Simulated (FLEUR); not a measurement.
# Bi2Te3 (Tellurobismuthite) (R-3m) in FLEUR: band structure with LDA

Aim: the band structure of Bi2Te3 (Tellurobismuthite) with LDA.

Program: FLEUR MaX-R8.1 (later development tree). These are calculated values, not measurements. Logs are shortened: lines on timing, memory, paths and dates and some standing lists are left out, and cuts for length are marked.

**What was measured.**

From “Vacancy and Antisite-Induced Ferromagnetism in Liquid-Phase Exfoliated Bi2Te3”, 2024, arxiv:2412.10539, for a bulk crystal of Bi2Te3: band gap 0.17 eV.

The results are compared with them further down.

## Step 1: The crystal as given

Symmetry: R-3m, No. 166, trigonal system. Conventional cell: a = 4.386 Å, b = 4.386 Å, c = 30.497 Å, α = 90.00°, β = 90.00°, γ = 120.00°. Around Bi (site symmetry 3m) lie 6 Te at 3.07 to 3.25 Å. Te (site symmetry 3m) has 3 Bi at 3.07 Å as nearest neighbours. Te (site symmetry -3m) is surrounded by 6 Bi at 3.25 Å.

## Step 2: Band structure, LDA

inp.xml reads:

```xml
<?xml version="1.0" encoding="UTF-8" standalone="no"?>
<fleurInput fleurInputVersion="0.39">
   <comment>
      Bi2Te3                                                                                              
   </comment>
   <calculationSetup>
      <cutoffs Kmax="4.1" Gmax="12.7" GmaxXC="12.7" numbands="0"/>
      <scfLoop itmax="60" minDistance="0.00001" maxIterBroyd="15" imix="Anderson" alpha="0.05" precondParam="0.0" spinf="2.0" sdNocoIR="T"/>
      <coreElectrons ctail="T" frcor="F" kcrel="0" coretail_lmax="0"/>
      <xcFunctional name="vwn" relativisticCorrections="F"/>
      <magnetism jspins="1"/>
      <soc l_soc="F" theta="0.0" phi="0.0" spav="F"/>
      <expertModes spex="0" secvar="F"/>
      <geometryOptimization l_f="F" forcealpha="1.0" forcemix="BFGS" epsdisp="0.00001" epsforce="0.00001"/>
      <ldaU l_linMix="F" mixParam="0.05" spinf="1.0"/>
   </calculationSetup>
   <cell>
      <bzIntegration valenceElectrons="108.0" mode="hist" fermiSmearingEnergy="0.00183747">
         <kPointListSelection listName="default-1"/>
         <!-- k-points included here -->
         <xi:include xmlns:xi="http://www.w3.org/2001/XInclude" href="kpts.xml"> </xi:include>
      </bzIntegration>
      <!-- symmetry operations included here -->
      <xi:include xmlns:xi="http://www.w3.org/2001/XInclude" href="sym.xml"> </xi:include>
[... 41 lines left out ...]
      </species>
   </atomSpecies>
   <atomGroups>
      <atomGroup species="Bismuth (Bi)">
         <relPos label="                   1">-2.000/5.000 -2.000/5.000 -2.000/5.000</relPos>
         <relPos label="                   2">2.000/5.000 2.000/5.000 2.000/5.000</relPos>
         <force calculate="T" relaxXYZ="TTT"/>
      </atomGroup>
      <atomGroup species="Tellurium (Te)">
         <relPos label="                   3">-.2095000000 -.2095000000 -.2095000000</relPos>
         <relPos label="                   4">.2095000000 .2095000000 .2095000000</relPos>
         <force calculate="T" relaxXYZ="TTT"/>
      </atomGroup>
      <atomGroup species="Tellurium (Te)">
         <relPos label="                   5">.0000000000 .0000000000 .0000000000</relPos>
         <force calculate="T" relaxXYZ="TTT"/>
      </atomGroup>
   </atomGroups>
   <output dos="F" band="F" slice="F">
      <checks vchk="F" cdinf="F"/>
      <bandDOS minEnergy="-.5*Htr" maxEnergy="0.5*Htr" sigma="0.015" storeEVData="T"/>
      <vacuumDOS vacdos="F" integ="F" star="F" nstars="0" locx1="0.0" locy1="0.0" locx2="0.0" locy2="0.0" nstm="0" tworkf="0.0"/>
      <unfoldingBand unfoldBand="F" supercellX="1" supercellY="1" supercellZ="1"/>
      <plotting iplot="0" polar="F">
         <plot TwoD="T" vec1="  1.0  0.0  0.0" vec2="  0.0  1.0  0.0" vec3="  0.0  0.0  1.0" zero="  0.0  0.0  0.0" file="plot"/>
      </plotting>
      <chargeDensitySlicing numkpt="0" minEigenval="0.0" maxEigenval="0.0" nnne="0" pallst="F"/>
      <specialOutput eonly="F"/>
      <moessbauerParams electricFieldGradient="T" isomerShift="T" coreHyperfine="T" valenceHyperfine="T"/>
      <magneticCircularDichroism mcd="F" energyLo="-10.0" energyUp="0.0"/>
   </output>
  <!-- We include the file relax.xml here to enable relaxations (see documentation) -->
  <xi:include xmlns:xi="http://www.w3.org/2001/XInclude" href="relax.xml"> <xi:fallback/> </xi:include>
</fleurInput>
```

crystal.txt reads:

```
Bi2Te3
&input cartesian=F /
2.1930000000  1.2661291403  10.1656666667
-2.1930000000  1.2661291403  10.1656666667
0.0000000000  -2.5322582807  10.1656666667
1.8897261246
1.0 1.0 1.0

5
83 0.6000000000  0.6000000000  0.6000000000
83 0.4000000000  0.4000000000  0.4000000000
52 0.7905000000  0.7905000000  0.7905000000
52 0.2095000000  0.2095000000  0.2095000000
52 0.0000000000  0.0000000000  0.0000000000

&kpt div1=7 div2=7 div3=7 gamma=T /
```

inp.xml (bands) reads:

```
<?xml version="1.0" encoding="UTF-8" standalone="no"?>
<fleurInput fleurInputVersion="0.39">
   <comment>
      Bi2Te3                                                                                              
   </comment>
   <calculationSetup>
      <cutoffs Kmax="4.1" Gmax="12.7" GmaxXC="12.7" numbands="0"/>
      <scfLoop itmax="60" minDistance="0.00001" maxIterBroyd="15" imix="Anderson" alpha="0.05" precondParam="0.0" spinf="2.0" sdNocoIR="T"/>
      <coreElectrons ctail="T" frcor="F" kcrel="0" coretail_lmax="0"/>
      <xcFunctional name="vwn" relativisticCorrections="F"/>
      <magnetism jspins="1"/>
      <soc l_soc="F" theta="0.0" phi="0.0" spav="F"/>
      <expertModes spex="0" secvar="F"/>
      <geometryOptimization l_f="F" forcealpha="1.0" forcemix="BFGS" epsdisp="0.00001" epsforce="0.00001"/>
      <ldaU l_linMix="F" mixParam="0.05" spinf="1.0"/>
   </calculationSetup>
   <cell>
      <bzIntegration valenceElectrons="108.0" mode="hist" fermiSmearingEnergy="0.00183747">
         <kPointListSelection listName="path-1"/>
         <!-- k-points included here -->
         <xi:include xmlns:xi="http://www.w3.org/2001/XInclude" href="kpts.xml"> </xi:include>
      </bzIntegration>
      <!-- symmetry operations included here -->
      <xi:include xmlns:xi="http://www.w3.org/2001/XInclude" href="sym.xml"> </xi:include>
[... 41 lines left out ...]
      </species>
   </atomSpecies>
   <atomGroups>
      <atomGroup species="Bismuth (Bi)">
         <relPos label="                   1">-2.000/5.000 -2.000/5.000 -2.000/5.000</relPos>
         <relPos label="                   2">2.000/5.000 2.000/5.000 2.000/5.000</relPos>
         <force calculate="T" relaxXYZ="TTT"/>
      </atomGroup>
      <atomGroup species="Tellurium (Te)">
         <relPos label="                   3">-.2095000000 -.2095000000 -.2095000000</relPos>
         <relPos label="                   4">.2095000000 .2095000000 .2095000000</relPos>
         <force calculate="T" relaxXYZ="TTT"/>
      </atomGroup>
      <atomGroup species="Tellurium (Te)">
         <relPos label="                   5">.0000000000 .0000000000 .0000000000</relPos>
         <force calculate="T" relaxXYZ="TTT"/>
      </atomGroup>
   </atomGroups>
   <output dos="F" band="T" slice="F">
      <checks vchk="F" cdinf="F"/>
      <bandDOS minEnergy="-.5*Htr" maxEnergy="0.5*Htr" sigma="0.015" storeEVData="T"/>
      <vacuumDOS vacdos="F" integ="F" star="F" nstars="0" locx1="0.0" locy1="0.0" locx2="0.0" locy2="0.0" nstm="0" tworkf="0.0"/>
      <unfoldingBand unfoldBand="F" supercellX="1" supercellY="1" supercellZ="1"/>
      <plotting iplot="0" polar="F">
         <plot TwoD="T" vec1="  1.0  0.0  0.0" vec2="  0.0  1.0  0.0" vec3="  0.0  0.0  1.0" zero="  0.0  0.0  0.0" file="plot"/>
      </plotting>
      <chargeDensitySlicing numkpt="0" minEigenval="0.0" maxEigenval="0.0" nnne="0" pallst="F"/>
      <specialOutput eonly="F"/>
      <moessbauerParams electricFieldGradient="T" isomerShift="T" coreHyperfine="T" valenceHyperfine="T"/>
      <magneticCircularDichroism mcd="F" energyLo="-10.0" energyUp="0.0"/>
   </output>
  <!-- We include the file relax.xml here to enable relaxations (see documentation) -->
  <xi:include xmlns:xi="http://www.w3.org/2001/XInclude" href="relax.xml"> <xi:fallback/> </xi:include>
</fleurInput>
```

Potentials or basis: all-electron, FLAPW.

Command:

```bash
$ inpgen -f crystal.txt -profile fastHighL
$ # inp.xml edited to the form shown
$ fleur_MPI
$ fleur_MPI   # second run, on inp.xml (bands)
```

Output:

```text
Welcome to FLEUR        (www.flapw.de)
      MaX-Release 8.1          (www.max-centre.eu)

 ========== k-point set info ==========
 Selected k-point list: default-1
 k-point list type: mesh
 7 x 7 x 7
 Number of k points: 44

 ------------Calculation Setup---------------------------
 Number of MPI-tasks      :            1
 Number of PE/node        :            1
 Number of OMP-threads    :            1
 Most efficient MPI parallelization for:
           1           2           4          11          22          44
 Additional eigenvalue parallelization possible
 Number of basis functions:         1591
 Approximate size of matrices (H+S) per k-point:         0.038 GB
 --------------------------------------------------------
 Iteration:     1   Distance:       8.73889286 me/bohr^3
 Iteration:     2   Distance:       8.16284955 me/bohr^3
 Iteration:     3   Distance:       3.93233253 me/bohr^3
 Iteration:     4   Distance:       2.32078098 me/bohr^3
 Iteration:     5   Distance:       1.84222483 me/bohr^3
 Iteration:     6   Distance:       0.60565832 me/bohr^3
 Iteration:     7   Distance:       0.15999194 me/bohr^3
 Iteration:     8   Distance:       0.11981713 me/bohr^3
 Iteration:     9   Distance:       0.03335995 me/bohr^3
 Iteration:    10   Distance:       0.02905880 me/bohr^3
 Iteration:    11   Distance:       0.00417382 me/bohr^3
 Iteration:    12   Distance:       0.00299811 me/bohr^3
 Iteration:    13   Distance:       0.00187715 me/bohr^3
 Iteration:    14   Distance:       0.00015667 me/bohr^3
 Iteration:    15   Distance:       0.00013272 me/bohr^3
 Iteration:    16   Distance:       0.00011613 me/bohr^3
 Iteration:    17   Distance:       0.00008255 me/bohr^3
 Iteration:    18   Distance:       0.00004935 me/bohr^3
 Iteration:    19   Distance:       0.00001455 me/bohr^3
 Iteration:    20   Distance:       0.00000376 me/bohr^3

 ********************************************************************
 Run finished successfully
 Stop message:
   all done
 ********************************************************************
```

Run time: 26 min. Hardware: 1 thread of Arm Neoverse V2, shared host; peak memory 0.3 GiB.

What came out:

```yaml
Free_energy: -1728278.7849 eV
Band_gap_on_the_k_mesh: 0.21 eV, direct
Band_gap_along_the_path: 0.21 eV, direct
Valence_electrons_inside_the_program's_atomic_spheres: Bi 18.75; Te 19.77, 19.82 (radii Bi 2.66, Te 2.55 bohr)
```

Levels at the corners of the path, in eV from the valence-band top:
| point | band 52 | band 53 | band 54 | band 55 | band 56 | band 57 |
| --- | --- | --- | --- | --- | --- | --- |
| Γ | -0.82 | -0.82 | 0.00 | 0.21 | 0.64 | 0.64 |
| L | -2.40 | -0.88 | -0.49 | 0.52 | 1.04 | 2.72 |
| B1 | -1.93 | -0.95 | -0.76 | 1.16 | 1.43 | 2.50 |
| B | -1.93 | -0.95 | -0.76 | 1.16 | 1.43 | 2.50 |
| Z | -1.12 | -1.12 | -0.48 | 0.81 | 1.12 | 1.12 |
| Γ | -0.82 | -0.82 | 0.00 | 0.21 | 0.64 | 0.64 |
| X | -1.60 | -1.37 | -0.63 | 1.04 | 1.98 | 2.03 |
| Q | -1.60 | -1.37 | -0.63 | 1.04 | 1.98 | 2.03 |
| F | -1.83 | -1.52 | -0.94 | 0.82 | 1.50 | 2.04 |
| P1 | -1.33 | -1.33 | -1.21 | 1.14 | 1.28 | 1.68 |
| Z | -1.12 | -1.12 | -0.48 | 0.81 | 1.12 | 1.12 |
| L | -2.40 | -0.88 | -0.49 | 0.52 | 1.04 | 2.72 |
| P | -1.33 | -1.33 | -1.21 | 1.14 | 1.28 | 1.68 |

Core levels (eV from the Fermi level):
```tsv
atom	levels
1 Bi	1s1/2 -90450.0, 2s1/2 -16235.5, 2p1/2 -15601.5, 2p3/2 -13283.6, 3s1/2 -3915.5, 3p1/2 -3628.8, 3p3/2 -3109.9, 4s1/2 -895.2, 3d3/2 -2639.1, 3d5/2 -2529.0, 4p1/2 -770.6, 4p3/2 -642.4, 5s1/2 -153.8, 4d3/2 -439.5, 4d5/2 -415.6, 4f5/2 -152.0, 4f7/2 -146.5
2 Bi	1s1/2 -90450.0, 2s1/2 -16235.5, 2p1/2 -15601.5, 2p3/2 -13283.6, 3s1/2 -3915.5, 3p1/2 -3628.8, 3p3/2 -3109.9, 4s1/2 -895.2, 3d3/2 -2639.1, 3d5/2 -2529.0, 4p1/2 -770.6, 4p3/2 -642.4, 5s1/2 -153.8, 4d3/2 -439.5, 4d5/2 -415.6, 4f5/2 -152.0, 4f7/2 -146.5
3 Te	1s1/2 -31566.9, 2s1/2 -4836.2, 2p1/2 -4533.3, 2p3/2 -4259.1, 3s1/2 -958.1, 3p1/2 -833.3, 3p3/2 -782.2, 4s1/2 -158.9, 3d3/2 -561.2, 3d5/2 -550.5
4 Te	1s1/2 -31566.9, 2s1/2 -4836.2, 2p1/2 -4533.3, 2p3/2 -4259.1, 3s1/2 -958.1, 3p1/2 -833.3, 3p3/2 -782.2, 4s1/2 -158.9, 3d3/2 -561.2, 3d5/2 -550.5
5 Te	1s1/2 -31566.7, 2s1/2 -4836.0, 2p1/2 -4533.1, 2p3/2 -4258.9, 3s1/2 -957.9, 3p1/2 -833.1, 3p3/2 -782.0, 4s1/2 -158.7, 3d3/2 -561.1, 3d5/2 -550.4
```

Caveat: spin-orbit coupling is left out, which as a rule narrows the gap of such compounds by several tenths of an eV.

## Step 3: Comparison with measurements

Step 2. Against the measured gap of Bi2Te3, 0.17 eV (quoted in “Vacancy and Antisite-Induced Ferromagnetism in Liquid-Phase Exfoliated Bi2Te3”, 2024, arxiv:2412.10539), the calculated 0.21 eV is off by +0.04 eV. Spin-orbit coupling on Bi, Te is left out. The value is that of LDA, without temperature or zero-point motion.
